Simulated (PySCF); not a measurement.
# C₄H₂₀MoSi₄ (triplet): open-shell or spin-flip excitations

Computed with PySCF 2.14.0 and routines of our own; the level stands in each step. Atoms count from 0.

## (1) The system as given

29 atoms, charge 0, multiplicity 3; geometry from: GFN2-xTB.

## (2) Open-shell or spin-flip excitations: unrestricted TDDFT PBE0/def2-SVP Mo:def2-TZVP

What the job is given:

```
{"job": {"kind": "uabs", "xc": "PBE0", "basis": {"default": "def2-SVP", "Mo": "def2-TZVP"}, "nstates": 15, "tda": false, "pol": false}, "charge": 0, "multiplicity": 3}
Mo     0.004690    -0.005810    -0.012510
C      0.123420    -0.095570     2.121890
Si    -1.629570    -0.095410     2.840500
H      0.651960    -1.001430     2.454960
H      0.674880     0.765670     2.532570
H     -2.340920     1.139670     2.448360
H     -2.393310    -1.271080     2.384260
H     -1.615360    -0.133750     4.308790
C      1.980290    -0.079000    -0.834120
Si     2.931830     1.458240    -0.266230
H      2.523970    -0.976920    -0.497930
H      1.964240    -0.108940    -1.934190
H      2.298830     2.690680    -0.769740
H      3.000870     1.501990     1.210110
H      4.315960     1.454400    -0.758010
C     -0.951530     1.812520    -0.612640
Si    -0.926150     1.928870    -2.503680
H     -1.998950     1.845330    -0.269890
H     -0.450150     2.696140    -0.189520
H      0.455200     2.008500    -3.011300
H     -1.605870     0.757750    -3.097860
H     -1.631170     3.124110    -2.986500
C     -1.135280    -1.671020    -0.728870
Si    -0.389850    -3.268180    -0.033420
H     -2.190610    -1.602780    -0.424220
H     -1.123150    -1.721880    -1.830090
H      1.044820    -3.359620    -0.383050
H     -0.546830    -3.330280     1.430080
H     -1.042270    -4.462210    -0.587750
```

Method: unrestricted TDDFT PBE0/def2-SVP Mo:def2-TZVP, vertical, gas phase, core orbitals frozen in the response.

On the command line:

```sh
$ OMP_NUM_THREADS=4 python excited_run.py task.json out
```

One launch serves the whole session: the jobs run in the order shown.

**Question.** How long does this first job take on 4 threads of Arm Neoverse V2, shared host, and how much memory does it need?

About 4.7 min, with a peak of 1.7 GiB.
